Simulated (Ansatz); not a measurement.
# In(H2O)H3 (InH₅O): a spread of methods and bases

Aim: run In(H2O)H3 (InH₅O) under a spread of inputs, and see what each costs and gives.

Program: Ansatz 0.2.0, Gaussian basis. Level of theory: the settings change from run to run. These are calculated values, not measurements.

### Step 1. The geometry

An earlier PBE-D4 in a triple-zeta def2 set relaxation fixed the geometry. In takes a core potential in def2 sets; no spin-orbit term is included.

7 atoms, charge 0, spin multiplicity 1.

Atoms are counted from 1 here; the program's logs count them from 0.

Bond lengths: In1–O2 2.478 Å, In1–H5 1.734 Å, In1–H6 1.747 Å, In1–H7 1.747 Å, O2–H3 0.974 Å, O2–H4 0.974 Å. Angles: O2–In1–H5 99.6°, O2–In1–H6 91.0°, O2–In1–H7 91.0°, H5–In1–H6 120.2°, H5–In1–H7 120.2°, H6–In1–H7 118.2°, In1–O2–H3 106.4°, In1–O2–H4 106.4°, H3–O2–H4 105.4°.

### Step 2. B97/def2-SVPD

Options: density fitting with def2-universal-jkfit, a grid of angular degree 23, finite nuclei, the search for lower states set to off.

Contents of in.yaml:

```yaml
crystal:
  periodic: [false, false, false]
  atoms:
    - {symbol: In, position_ang: [0.127289, -0.070932, -1.093177]}
    - {symbol: O, position_ang: [0.200126, 0.042443, 1.381477]}
    - {symbol: H, position_ang: [-0.408689, -0.644405, 1.706956]}
    - {symbol: H, position_ang: [-0.209026, 0.890451, 1.630087]}
    - {symbol: H, position_ang: [1.815316, -0.297214, -1.421584]}
    - {symbol: H, position_ang: [-0.576891, 1.526172, -1.174919]}
    - {symbol: H, position_ang: [-0.948126, -1.446503, -1.028839]}
basis:
  gaussian: {orbitals: def2-SVPD, fitting: {mean_field: def2-universal-jkfit}, final_grid: {core_spheres: 8, valence_spheres: 7, degree: 23}, nuclear_model: gaussian}
hamiltonian: {xc: {name: B97}}
scf: {lower_state_search: off}
output: {forces: true}
```

Launch:

```
> ansatz run in.yaml --threads 4 --pin off --events-out ev --progress --plain --max-ram 3916MiB
```

What it wrote, cut to the lines that bear on the results:

```text
Functional definition: B97
  name "B97"
  cite "Becke, J. Chem. Phys. 107, 8554 (1997) doi:10.1063/1.475007"
[...]
      + integral(e_c_pw_opposite_spin*poly(b97_u_opposite, cos0, cos1, cos2))
[...]
385 factors; integrals over basis functions are off by at most 3.8e-1 eV
[...]
mean field -7300.09893667 eV, -268.2736877380 hartree, gradient 1.2e-6 eV, S^2 0.000000; 0 other end points of the search recorded, 0 dependent functions left out
[...]
reference -7300.09896702 eV, -268.2736888532 hartree; 17, 17 occupied and 78, 78 virtual orbitals, 385 factors
Total energy: -7300.09896702 eV, -268.2736888532 hartree
Atom 0 at     0.127289    -0.070932    -1.093177 Å, force     0.018198    -0.008118    -0.122360 eV/Å
Atom 1 at     0.200126     0.042443     1.381477 Å, force    -0.485169     0.076889     0.279786 eV/Å
Atom 2 at    -0.408689    -0.644405     1.706956 Å, force     0.273006     0.282639    -0.088308 eV/Å
Atom 3 at    -0.209026     0.890451     1.630087 Å, force     0.190099    -0.349760    -0.055827 eV/Å
Atom 4 at     1.815316    -0.297214    -1.421584 Å, force     0.006414    -0.001520    -0.007320 eV/Å
Atom 5 at    -0.576891     1.526172    -1.174919 Å, force    -0.001254     0.000547    -0.003008 eV/Å
Atom 6 at    -0.948126    -1.446503    -1.028839 Å, force    -0.001295    -0.000676    -0.002963 eV/Å
Dipole moment:    -0.271337     0.065018     0.601580 e Å
Checks for a lower state left out: stability, starts, cluster_reference, orbital_swaps, neighbouring_geometries, increment
```

Wall time 0.4 s (4 threads of Arm Neoverse V1, shared host).

Largest force 0.565 eV/Å, dipole 3.19 D.

### Step 3. B2PLYP/def2-SVP

Options: density fitting with def2-universal-jkfit, finite nuclei, the search for lower states set to off.

Edit in.yaml of step 2 so:

```diff
@@ -11,4 +11,4 @@
 basis:
-  gaussian: {orbitals: def2-SVPD, fitting: {mean_field: def2-universal-jkfit}, final_grid: {core_spheres: 8, valence_spheres: 7, degree: 23}, nuclear_model: gaussian}
-hamiltonian: {xc: {name: B97}}
+  gaussian: {orbitals: def2-SVP, fitting: {mean_field: def2-universal-jkfit}, nuclear_model: gaussian}
+hamiltonian: {xc: {name: B2PLYP}}
 scf: {lower_state_search: off}
```

The command is unchanged.

What it wrote, cut to the lines that bear on the results:

```text
Functional definition: B2PLYP
  name "B2PLYP"
  cite "Grimme, J. Chem. Phys. 124, 034108 (2006) doi:10.1063/1.2148954"
  cite "Becke, Phys. Rev. A 38, 3098 (1988) doi:10.1103/PhysRevA.38.3098"
  cite "Lee, Yang & Parr, Phys. Rev. B 37, 785 (1988) doi:10.1103/PhysRevB.37.785"
[...]
385 factors; integrals over basis functions are off by at most 3.8e-1 eV
[...]
mean field -7287.44807913 eV, -267.8087772982 hartree, gradient 2.6e-6 eV, S^2 0.000000; 0 other end points of the search recorded, 0 dependent functions left out
5 core orbitals not correlated: weight in the atoms' cores, before any rotation towards them, 1.000 or more for the frozen orbitals, at most 0.000 for the correlated occupied ones
reference -7287.44824141 eV, -267.8087832621 hartree; 12, 12 occupied and 48, 48 virtual orbitals, 385 factors
second order -10.31052971 eV of doubles, -0.00000000 eV of singles
[...]
Total energy: -7290.23208444 eV, -267.9110876063 hartree
Atom 0 at     0.127289    -0.070932    -1.093177 Å, force     0.031210     0.005147     0.174039 eV/Å
Atom 1 at     0.200126     0.042443     1.381477 Å, force    -0.333582     0.041969    -0.025247 eV/Å
Atom 2 at    -0.408689    -0.644405     1.706956 Å, force     0.197740     0.299404    -0.059153 eV/Å
Atom 3 at    -0.209026     0.890451     1.630087 Å, force     0.113474    -0.343880    -0.026202 eV/Å
Atom 4 at     1.815316    -0.297214    -1.421584 Å, force    -0.027908     0.002142    -0.018962 eV/Å
Atom 5 at    -0.576891     1.526172    -1.174919 Å, force     0.005911    -0.030876    -0.020886 eV/Å
Atom 6 at    -0.948126    -1.446503    -1.028839 Å, force     0.013156     0.026094    -0.023588 eV/Å
Dipole moment:    -0.295606     0.070970     0.657430 e Å
Checks for a lower state left out: starts, cluster_reference, orbital_swaps, neighbouring_geometries, increment
```

Wall time 1.1 s (4 threads of Arm Neoverse V1, shared host).

Largest force 0.364 eV/Å, dipole 3.48 D.

### Step 4. HF/def2-TZVP

This run has atoms shaken by 0.03 Å, the search for lower states set to off.

Contents of in.yaml:

```yaml
crystal:
  periodic: [false, false, false]
  atoms:
    - {symbol: In, position_ang: [0.148410, -0.064212, -1.075709]}
    - {symbol: O, position_ang: [0.192515, 0.015064, 1.396021]}
    - {symbol: H, position_ang: [-0.412897, -0.586777, 1.701611]}
    - {symbol: H, position_ang: [-0.236897, 0.909156, 1.625242]}
    - {symbol: H, position_ang: [1.840547, -0.281981, -1.420040]}
    - {symbol: H, position_ang: [-0.561090, 1.564840, -1.154081]}
    - {symbol: H, position_ang: [-0.955169, -1.398448, -1.022098]}
basis:
  gaussian: {orbitals: def2-TZVP}
hamiltonian: {xc: {name: HF}}
scf: {lower_state_search: off}
output: {forces: true}
```

Same command.

What it wrote, cut to the lines that bear on the results:

```text
Functional definition: HF
  name "HF"
  cite "Fock, Z. Phys. 61, 126 (1930) doi:10.1007/BF01340294"
  parent pbe
[...]
946 factors; their error is unknown
[...]
mean field -7264.93941901 eV, -266.9815992956 hartree, gradient 1.7e-6 eV, S^2 0.000000; 0 other end points of the search recorded, 0 dependent functions left out
[...]
reference -7264.93941901 eV, -266.9815992956 hartree; 17, 17 occupied and 94, 94 virtual orbitals, 946 factors
Total energy: -7264.93941901 eV, -266.9815992956 hartree
Atom 0 at     0.148410    -0.064212    -1.075709 Å, force     0.075991     0.394197    -0.020595 eV/Å
Atom 1 at     0.192515     0.015064     1.396021 Å, force    -0.118201     4.848534    -0.100562 eV/Å
Atom 2 at    -0.412897    -0.586777     1.701611 Å, force    -1.575325    -2.028690     0.904702 eV/Å
Atom 3 at    -0.236897     0.909156     1.625242 Å, force     1.650739    -2.776184    -0.745219 eV/Å
Atom 4 at     1.840547    -0.281981    -1.420040 Å, force    -0.080032    -0.002139    -0.006457 eV/Å
Atom 5 at    -0.561090     1.564840    -1.154081 Å, force     0.140855    -0.270294     0.009059 eV/Å
Atom 6 at    -0.955169    -1.398448    -1.022098 Å, force    -0.094027    -0.165424    -0.040928 eV/Å
Dipole moment:    -0.305294     0.066309     0.608183 e Å
Checks for a lower state left out: stability, starts, cluster_reference, orbital_swaps, neighbouring_geometries, increment
```

Wall time 0.45 s (4 threads of Arm Neoverse V1, shared host).

Largest force 4.851 eV/Å, dipole 3.28 D.

### Step 5. wB97/def2-TZVP

Contents of in.yaml:

```yaml
crystal:
  periodic: [false, false, false]
  atoms:
    - {symbol: In, position_ang: [0.127289, -0.070932, -1.093177]}
    - {symbol: O, position_ang: [0.200126, 0.042443, 1.381477]}
    - {symbol: H, position_ang: [-0.408689, -0.644405, 1.706956]}
    - {symbol: H, position_ang: [-0.209026, 0.890451, 1.630087]}
    - {symbol: H, position_ang: [1.815316, -0.297214, -1.421584]}
    - {symbol: H, position_ang: [-0.576891, 1.526172, -1.174919]}
    - {symbol: H, position_ang: [-0.948126, -1.446503, -1.028839]}
basis:
  gaussian: {orbitals: def2-TZVP}
hamiltonian: {xc: {name: wB97}}
output: {forces: true}
```

Launched as before.

What it wrote, cut to the lines that bear on the results:

```text
Functional definition: wB97
  name "wB97"
  cite "Chai & Head-Gordon, J. Chem. Phys. 128, 084106 (2008) doi:10.1063/1.2834918"
  cite "Becke, J. Chem. Phys. 107, 8554 (1997) doi:10.1063/1.475007"
[...]
  # The coefficients of nought are those of the uniform gas.
[...]
      + integral(e_c_pw_opposite_spin*poly(b97_u_opposite, 1, cos1, cos2, cos3, cos4))
759 factors; their error is unknown
302 factors; integrals over basis functions are off by at most 1.7e-5 eV
[...]
mean field -7303.36267958 eV, -268.3936280774 hartree, gradient 2.5e-5 eV, S^2 0.000000; 0 other end points of the search recorded, 0 dependent functions left out
[...]
reference -7303.36266576 eV, -268.3936275698 hartree; 17, 17 occupied and 94, 94 virtual orbitals, 759 factors
Total energy: -7303.36266576 eV, -268.3936275698 hartree
Atom 0 at     0.127289    -0.070932    -1.093177 Å, force     0.018295     0.003285     0.103276 eV/Å
Atom 1 at     0.200126     0.042443     1.381477 Å, force    -0.629451     0.089250     0.149724 eV/Å
Atom 2 at    -0.408689    -0.644405     1.706956 Å, force     0.352469     0.310926    -0.147959 eV/Å
Atom 3 at    -0.209026     0.890451     1.630087 Å, force     0.258918    -0.403154    -0.111460 eV/Å
Atom 4 at     1.815316    -0.297214    -1.421584 Å, force    -0.241378     0.031357     0.034757 eV/Å
Atom 5 at    -0.576891     1.526172    -1.174919 Å, force     0.094939    -0.220533    -0.004138 eV/Å
Atom 6 at    -0.948126    -1.446503    -1.028839 Å, force     0.146208     0.188868    -0.024199 eV/Å
Dipole moment:    -0.296643     0.069323     0.621836 e Å
```

Run time: 2.1 s. Hardware: 4 threads of Arm Neoverse V1, shared host.

Largest force 0.653 eV/Å, dipole 3.33 D.

### Step 6. All runs side by side

```tsv
level	charge	multiplicity	geometry	functions	energy (eV)	time
B97/def2-SVPD	0	1	relaxed	95	-7300.099	0.4 s
B2PLYP/def2-SVP	0	1	relaxed	65	-7290.232	1.1 s
HF/def2-TZVP	0	1	shaken	111	-7264.939	0.45 s
wB97/def2-TZVP	0	1	relaxed	111	-7303.363	2.1 s
```

### Step 7. What came out

```
                                         quantity                  value
                                             runs                      4
                                         quickest   B97/def2-SVPD, 0.4 s
                                          slowest  wB97/def2-TZVP, 2.1 s
spread of total energies, same state and geometry                13.1 eV
                  dipole, same state and geometry         3.19 to 3.48 D
```

What this shows: Run time spans a factor of 5, from B97/def2-SVPD to wB97/def2-TZVP. The jobs differ in tasks and options as well as level. Total energies at one charge and spin differ by 13 eV between levels, so only differences within one level mean anything. At the PBE-D4/def2-TZVP geometry and in the same state, runs without warnings or point charges leave forces up to 0.65 eV/Å (wB97/def2-TZVP), against 4.9 eV/Å where the atoms were moved. At that geometry and state the dipole changes by 9 % between the lowest and highest value.
